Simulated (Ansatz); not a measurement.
# BGeH9Si2: the cost of one run

Method: the settings change from run to run; program: Ansatz 0.2.0, Gaussian basis.

**1. The relaxed structure**

The geometry comes from an earlier relaxation with PBE0-D4 in a triple-zeta def2 set; it is a stationary point, not always the lowest conformer.

SMILES `B[SiH2][GeH2][SiH3]`, 13 atoms, charge 0, spin multiplicity 1.

Atoms are counted from 1 here; the program's logs count them from 0.

Bond lengths: B1–Si2 1.983 Å, B1–H5 1.196 Å, B1–H6 1.195 Å, Si2–Ge3 2.404 Å, Si2–H7 1.489 Å, Si2–H8 1.488 Å, Ge3–Si4 2.379 Å, Ge3–H9 1.541 Å, Ge3–H10 1.541 Å, Si4–H11 1.487 Å, Si4–H12 1.487 Å, Si4–H13 1.487 Å. Angles: Si2–B1–H5 120.6°, Si2–B1–H6 121.1°, H5–B1–H6 118.0°, B1–Si2–Ge3 100.6°, B1–Si2–H7 115.4°, B1–Si2–H8 116.0°, Ge3–Si2–H7 106.5°, Ge3–Si2–H8 108.1°, H7–Si2–H8 109.3°, Si2–Ge3–Si4 110.8°, Si2–Ge3–H9 109.8°, Si2–Ge3–H10 108.6°, Si4–Ge3–H9 109.7°, Si4–Ge3–H10 110.2°, H9–Ge3–H10 107.6°, Ge3–Si4–H11 109.7°, Ge3–Si4–H12 111.3°, Ge3–Si4–H13 109.3° and more.

**2. PBE-QIDH/def2-mTZVP**

The input, in.yaml:

```yaml
crystal:
  periodic: [false, false, false]
  atoms:
    - {symbol: B, position_ang: [-1.885513, 1.240177, -0.377740]}
    - {symbol: Si, position_ang: [-1.605508, -0.722982, -0.360040]}
    - {symbol: Ge, position_ang: [0.775662, -0.832843, -0.670875]}
    - {symbol: Si, position_ang: [1.911471, 0.305642, 1.081628]}
    - {symbol: H, position_ang: [-1.749783, 1.883747, 0.620777]}
    - {symbol: H, position_ang: [-2.071268, 1.827337, -1.402185]}
    - {symbol: H, position_ang: [-1.893060, -1.396146, 0.936184]}
    - {symbol: H, position_ang: [-2.251048, -1.483597, -1.464333]}
    - {symbol: H, position_ang: [1.154807, -0.208484, -2.027199]}
    - {symbol: H, position_ang: [1.199196, -2.314362, -0.704850]}
    - {symbol: H, position_ang: [1.488320, -0.246291, 2.395617]}
    - {symbol: H, position_ang: [3.385713, 0.162801, 0.951072]}
    - {symbol: H, position_ang: [1.561510, 1.750503, 1.036745]}
basis:
  gaussian: {orbitals: def2-mTZVP}
hamiltonian: {xc: {name: PBE-QIDH}}
output: {forces: true}
```

Started as:

```console
$ ansatz run in.yaml --threads 4 --pin off --events-out ev --progress --plain --max-ram 10444MiB
```

Q: Estimate wall time and peak memory on 4 threads of Arm Neoverse V1, shared host.

About 7 s, with a peak of 0.47 GiB.
